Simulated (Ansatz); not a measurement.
# SbHCl radical: basis-set convergence

The task here is to estimate one member of a computed series from the others.

Program: Ansatz 0.2.0, Gaussian basis. Level of theory: one geometry, several basis sets. These are calculated values, not measurements.

The runs, in order: PBE0-D4/def2-SVP; ωB97M-V/def2-SVP; PBE0-D4/def2-QZVPP; ωB97M-V/def2-QZVPP; the functionals' def2-TZVPP values are taken from earlier runs.

### The geometry

An earlier PBE0-D4 in a triple-zeta def2 set relaxation fixed the geometry. Sb takes the def2 core potential; no spin-orbit term is included.

3 atoms, charge 0, spin multiplicity 2.

Atoms are counted from 1 here; the program's logs count them from 0.

Bond lengths: Cl1–Sb2 2.347 Å, Sb2–H3 1.716 Å. Angles: Cl1–Sb2–H3 93.4°.

The first run:

File in.yaml:

```yaml
crystal:
  periodic: [false, false, false]
  atoms:
    - {symbol: Cl, position_ang: [1.433616, 0.355912, 0.814967]}
    - {symbol: Sb, position_ang: [-0.627543, 0.630756, -0.272314]}
    - {symbol: H, position_ang: [-0.816973, -1.051467, -0.555951]}
basis:
  gaussian: {orbitals: def2-SVP}
magnetization: {spin_polarized: true, initial_magnetization: 1}
hamiltonian: {xc: pbe0, dispersion: d4}
output: {orbitals: {seedname: orbitals}}
```

Among the steps run: PBE0-D4 in def2-SVP; ωB97M-V in def2-SVP; PBE0-D4 in def2-QZVPP; ωB97M-V in def2-QZVPP.

One table of the session follows, with a row left open; its other results are not shown here.

It belongs to the step «Density functionals: the series». 

```
functional       basis  HOMO (eV)  LUMO (eV)
   PBE0-D4    def2-SVP      -6.23      -3.13
   PBE0-D4  def2-TZVPP      -6.34      -3.22
   PBE0-D4  def2-QZVPP      -6.37      -3.25
   ωB97M-V    def2-SVP      -8.17      -1.27
   ωB97M-V  def2-TZVPP      -8.32      -1.49
   ωB97M-V  def2-QZVPP          ?          ?
```

Estimate the missing values for ωB97M-V, def2-QZVPP.

The run gave: HOMO (eV): -8.35; LUMO (eV): -1.53. In the column «HOMO (eV)» it is the lowest.
